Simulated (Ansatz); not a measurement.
# CH3BOSe: the cost of one run

Program: Ansatz 0.2.0. Level of theory: UKS B3LYP-D4/def2-SVP. These are calculated values, not measurements.

**1. Starting point**

Bond lengths: Se1–C2 1.898 Å, C2–B3 1.547 Å, C2–O4 1.362 Å, B3–O4 1.420 Å, Se1–H5 1.560 Å, C2–H6 1.122 Å, B3–H7 1.239 Å. Angles: Se1–C2–B3 111.8°, Se1–C2–O4 112.8°, Se1–C2–H6 123.9°, B3–C2–O4 58.0°, B3–C2–H6 119.0°, O4–C2–H6 113.2°, C2–Se1–H5 92.0°, C2–B3–O4 54.5°, C2–B3–H7 137.1°, O4–B3–H7 144.9°, C2–O4–B3 67.5°.

As a file:

```xyz
7

Se   -1.5069    0.1240   -1.0627
C    -0.3038    0.0427    0.4024
B     0.9716   -0.7605    0.0552
O    -0.1064   -1.2272    0.8535
H    -0.9286    1.4946   -1.5323
H    -0.2575    0.8126    1.2172
H     2.1929   -0.5543    0.0210
```

**2. Relaxing end A**

Input file input.yaml:

```yaml
crystal:
  periodic: [false, false, false]
  atoms:
    - { symbol: Se, position_ang: [-1.5069, 0.124, -1.0627] }
    - { symbol: C, position_ang: [-0.3038, 0.0427, 0.4024] }
    - { symbol: B, position_ang: [0.9716, -0.7605, 0.0552] }
    - { symbol: O, position_ang: [-0.1064, -1.2272, 0.8535] }
    - { symbol: H, position_ang: [-0.9286, 1.4946, -1.5323] }
    - { symbol: H, position_ang: [-0.2575, 0.8126, 1.2172] }
    - { symbol: H, position_ang: [2.1929, -0.5543, 0.021] }
magnetization:
  spin_polarized: true
basis:
  gaussian: { orbitals: def2-SVP }
hamiltonian:
  xc: b3lyp
  dispersion: d4
relax:
  f_tol: 0.02
  max_steps: 50
output:
  orbitals: {}
```

Command:

```sh
$ ansatz run input.yaml --threads 2 --pin off --max-ram 3072MiB --backend cpu --events-out ev --progress --plain --runs-dir out
```

**Question.** How long does this run take on 2 threads of Intel Xeon at 2.50GHz (Skylake/Cascade Lake), shared host, and how much memory does it need?

About 2 min, with a peak of 0.27 GiB.
